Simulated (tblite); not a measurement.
# C6H14P2: the cost of one run

Computed with tblite 0.8.0 (tight binding) and PySCF 2.14.0 (DFT, with response routines of our own); each step states its level. Atoms count from 0 throughout.

## (1) The starting structure

22 atoms, charge 0, multiplicity 1; geometry from: force field or distance geometry start.

Bonds of the start (Å): C0–C1 1.35, C0–H8 1.08, C0–H9 1.08, C1–C2 1.48, C1–H10 1.10, C2–H11 1.10, C2–H12 1.09, C2–P3 1.78, C4–H13 1.10, C4–H14 1.10, C4–H15 1.10, C6–C7 1.49, C6–H18 1.09, C7–H19 1.09, C7–H20 1.10, C7–H21 1.10, P3–C4 1.75, P3–C6 1.75, P3–P5 2.11, P5–H16 1.41, P5–H17 1.42.

## (2) GFN2-xTB relaxation, start minimum

What the job is given:

```
{"job": {"xc": "GFN2-xTB", "basis": "xTB", "kind": "relax"}, "charge": 0, "multiplicity": 1}
C      3.295700    -0.551500    -0.060400
C      2.131200    -0.577500     0.613700
C      0.814200    -0.898500     0.015800
P     -0.273400     0.504600     0.167700
C      0.298300     1.812300    -0.844800
P     -0.833800     1.084500     2.119400
C     -1.638100    -0.044200    -0.777400
C     -2.496600    -1.179800    -0.343400
H      3.331600    -0.749300    -1.125100
H      4.218700    -0.321700     0.446600
H      2.150500    -0.384100     1.691600
H      0.381600    -1.772300     0.523200
H      0.913600    -1.162600    -1.033900
H      0.545100     1.460000    -1.862200
H     -0.455800     2.612600    -0.939800
H      1.202300     2.266300    -0.423200
H     -1.944400     1.895000     1.803100
H     -1.589900    -0.053700     2.494400
H     -1.896400     0.454400    -1.715800
H     -2.146200    -1.608300     0.599800
H     -3.531100    -0.818600    -0.225500
H     -2.487500    -1.948500    -1.124600
```

Run with:

```bash
> OMP_NUM_THREADS=1 python ens_run.py task.json out
```

One launch serves the whole session.

Q: Estimate the wall time of this first job on 1 thread of Arm Neoverse N1, shared host.

About 3.6 s.
